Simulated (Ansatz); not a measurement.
# Molecular dynamics of InP

Input file:

```yaml
accuracy: low
crystal:
  lattice:
    - [8.315576, 0.0, 0.0]
    - [4.157788, 7.2015, 0.0]
    - [0.0, 0.0, 18.638344]
  atoms:
    - { symbol: In, position: [0.0, 0.0, 0.0536528] }
    - { symbol: P, position: [0.16666667, 0.16666667, 0.0991883] }
    - { symbol: In, position: [0.0, 0.5, 0.0536528] }
    - { symbol: P, position: [0.16666666, 0.66666667, 0.0991883] }
    - { symbol: In, position: [0.5, 0.0, 0.0536528] }
    - { symbol: P, position: [0.66666666, 0.16666667, 0.0991883] }
    - { symbol: In, position: [0.5, 0.5, 0.0536528] }
    - { symbol: P, position: [0.66666666, 0.66666667, 0.0991883] }
    - { symbol: In, position: [0.60590711, 0.67519258, 0.23717986] }
    - { symbol: P, position: [0.82019459, 0.82249745, 0.27716352] }
    - { symbol: In, position: [0.65975516, 0.14576995, 0.2376569] }
    - { symbol: P, position: [0.83679342, 0.33429233, 0.27296143] }
    - { symbol: In, position: [0.17769217, 0.62519215, 0.24645769] }
    - { symbol: P, position: [0.29708531, 0.83633818, 0.30300987] }
    - { symbol: In, position: [0.15185836, 0.21037695, 0.24266976] }
    - { symbol: P, position: [0.34082308, 0.31336885, 0.30423429] }
    - { symbol: In, position: [0.35663752, 0.32378502, 0.44497543] }
    - { symbol: P, position: [0.56819141, 0.44676357, 0.47545719] }
    - { symbol: In, position: [0.41729457, 0.7856702, 0.42903466] }
    - { symbol: P, position: [0.49132386, 1.01285549, 0.5059186] }
    - { symbol: In, position: [0.85563761, 0.25133683, 0.41141511] }
    - { symbol: P, position: [-0.01462143, 0.48202161, 0.42679973] }
    - { symbol: In, position: [0.7884937, 0.83908281, 0.42638633] }
    - { symbol: P, position: [0.03328631, 0.90581472, 0.45718494] }
basis:
  ecutwfc: 420.0
kpoints:
  mp_grid: { grid: [2, 2, 1] }
hamiltonian:
  xc: pbe
  dispersion: d3bj
  pseudopotentials: { kind: paw, azcp: { folder: soft_1 } }
scf:
  occupations: { method: fermi_dirac, width: 0.15 }
  lower_state_search: "off"
md:
  timestep: 2
  n_steps: 190
  ensemble: nvt_langevin
  temperature: 1400.0
  initial_velocities: maxwell_boltzmann
  seed: 207589
  friction: 0.05
  constraints: [{ sites: [0, 1, 2, 3, 4, 5, 6, 7] }]
```

Command:

```bash
$ ansatz run input.yaml --threads 4 --pin off --max-ram 10240MiB --backend cpu --events-out ev --progress --plain --runs-dir out
```

It goes on from the last frame of an earlier run, with new velocities.

Output, in part (step lines):

```
md step     0: t =     0.00 fs  T =  1400.0 K  F+E_penalty+E_count = -76244.50819999 eV  E_kin = 2.895424 eV  (15 SCF iters)
md step     1: t =     2.00 fs  T =  1187.1 K  F+E_penalty+E_count = -76244.49382135 eV  E_kin = 2.455102 eV  (8 SCF iters)
md step     2: t =     4.00 fs  T =  1015.4 K  F+E_penalty+E_count = -76244.50917087 eV  E_kin = 2.100006 eV  (8 SCF iters)
md step     3: t =     6.00 fs  T =  1113.6 K  F+E_penalty+E_count = -76244.52813772 eV  E_kin = 2.303050 eV  (8 SCF iters)
md step     4: t =     8.00 fs  T =  1110.1 K  F+E_penalty+E_count = -76244.54668928 eV  E_kin = 2.295924 eV  (9 SCF iters)
md step     5: t =    10.00 fs  T =  1425.5 K  F+E_penalty+E_count = -76244.57455289 eV  E_kin = 2.948198 eV  (7 SCF iters)
md step     6: t =    12.00 fs  T =  1605.8 K  F+E_penalty+E_count = -76244.58359148 eV  E_kin = 3.320976 eV  (7 SCF iters)
md step     7: t =    14.00 fs  T =  1648.8 K  F+E_penalty+E_count = -76244.56116405 eV  E_kin = 3.409897 eV  (7 SCF iters)
[... lines left out ...]
md step   190: t =   380.00 fs  T =  1801.8 K  F+E_penalty+E_count = -76244.34911742 eV  E_kin = 3.726427 eV  (9 SCF iters)
```

The steps, from the saved trajectory:

| time (fs) | T (K) | potential energy less start (eV) |
| --- | --- | --- |
| 0 | 1400 | 0.000 |
| 12 | 1606 | -0.075 |
| 24 | 1155 | 0.228 |
| 36 | 1199 | 0.084 |
| 48 | 1705 | 0.453 |
| 60 | 1110 | 0.937 |
| 72 | 1642 | 0.995 |
| 84 | 1758 | 0.674 |
| 96 | 1484 | 0.608 |
| 108 | 1178 | 1.065 |
| 120 | 1395 | 0.875 |
| 132 | 1133 | 0.393 |
| 144 | 1162 | -0.015 |
| 156 | 1134 | -0.141 |
| 168 | 1325 | -0.166 |
| 180 | 759 | -0.011 |
| 192 | 1569 | 0.110 |
| 204 | 1336 | 0.220 |
| 216 | 1298 | 0.179 |
| 228 | 1270 | 0.421 |
| 240 | 1621 | 0.251 |
| 252 | 1277 | 0.379 |
| 264 | 1654 | 0.501 |
| 276 | 1304 | 0.845 |
| 288 | 1316 | 1.233 |
| 300 | 1155 | 0.920 |
| 312 | 1409 | 0.858 |
| 324 | 1340 | 0.123 |
| 336 | 1657 | -0.161 |
| 348 | 861 | 0.130 |
| 360 | 1440 | -0.111 |
| 372 | 2055 | -0.309 |

The run went to its last step. A run of 0.38 ps of so small a system gives no equilibrium averages. Limits of this set-up: coarse k mesh, thin slab, slab without dipole correction, a typed lattice constant that wasn't relaxed here, low accuracy level.

Mean squared displacements from the first frame to the last: In 0.13 Å², P 0.21 Å².

Last frame:

```xyz
24
Lattice="8.3156 0.0000 0.0000 4.1578 7.2015 0.0000 0.0000 0.0000 18.6383" Properties=species:S:1:pos:R:3
In 0.000 0.000 1.000
P 2.079 1.200 1.849
In 2.079 3.601 1.000
P 4.158 4.801 1.849
In 4.158 0.000 1.000
P 6.237 1.200 1.849
In 6.237 3.601 1.000
P 8.316 4.801 1.849
In 8.052 4.698 4.406
P 10.173 5.992 5.479
In 5.867 1.536 4.676
P 8.050 2.409 5.381
In 3.966 4.578 4.453
P 6.022 5.707 5.213
In 1.561 1.055 4.381
P 3.683 2.418 5.524
In 4.434 2.541 8.442
P 6.713 3.191 8.975
In 6.540 5.416 7.938
P 8.154 7.297 8.674
In 8.425 1.782 8.130
P 2.231 3.151 7.152
In 10.183 6.070 7.951
P 4.205 6.558 8.947
```

The run took 29 min on 4 threads of Intel(R) Xeon(R) Platinum 8375C CPU @ 2.90GHz (Ice Lake), with other jobs on the host, peak memory 3.3 GiB.
